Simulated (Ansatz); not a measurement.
# HPbNO4 in Ansatz: the effect of functional

HPbNO4:

```xyz
14
Lattice="4.1204 -0.0008 -0.0112 0.0040 6.4272 0.0536 0.0279 3.2071 7.7499" Properties=species:S:1:pos:R:3 pbc="T T T"
H     3.7380    2.9684    3.7875
H     1.6795    6.6644    4.0009
Pb    1.6467    4.2515    5.4933
Pb    3.6983    5.3813    2.2951
N     2.6193    1.9491    1.6102
N     0.5769    7.6848    6.1852
O     3.7590    3.8553    4.2210
O     2.2235    3.1363    1.5259
O     2.2071    1.0645    0.8217
O     3.4590    1.6183    2.5274
O     1.6973    5.7776    3.5672
O     0.1804    6.4980    6.2725
O     0.1698    8.5703    6.9754
O     1.4117    8.0143    5.2631
```

The cell was built by a generator and needn't be a form met in nature.

Alike in all runs:

* Program: Ansatz 0.2.0
* Task: band structure
* Potentials or basis: Ansatz PAW
* k mesh: 7 × 5 × 4
* Occupations: fermi-dirac, width 0.05 eV
* Spin: no spin polarisation

One run gave: gap on the mesh 3.29 eV; pressure -2.8 GPa; largest force 0.44 eV/Å. Which functional did it use?
A. LDA
B. PBEsol
C. r2SCAN
D. BLYP

B.

| functional | cutoff | gap on the mesh (eV) | pressure (GPa) | largest force (eV/Å) |
| --- | --- | --- | --- | --- |
| r2SCAN | 500 eV | 3.68 | -3.3 | 0.66 |
| PBEsol | 420 eV | 3.29 | -2.8 | 0.44 |
| LDA | 420 eV | 3.21 | -6.0 | 1.03 |
| BLYP | 420 eV | 3.27 | 2.1 | 0.34 |

Caveats: spin-orbit coupling is left out, which as a rule narrows the gap of such compounds by several tenths of an eV; the PAW data sets come from PBE, with cores solved anew for the run's functional, which leaves a small shift of forces and pressure; forces of over 1 eV/Å show positions far from the minimum, so gaps and moduli don't describe the material at rest (some runs); the potentials were made for another functional, which shifts forces and pressure (some runs).

A k mesh can miss the band edges.

Not every run made on this cell is shown here.
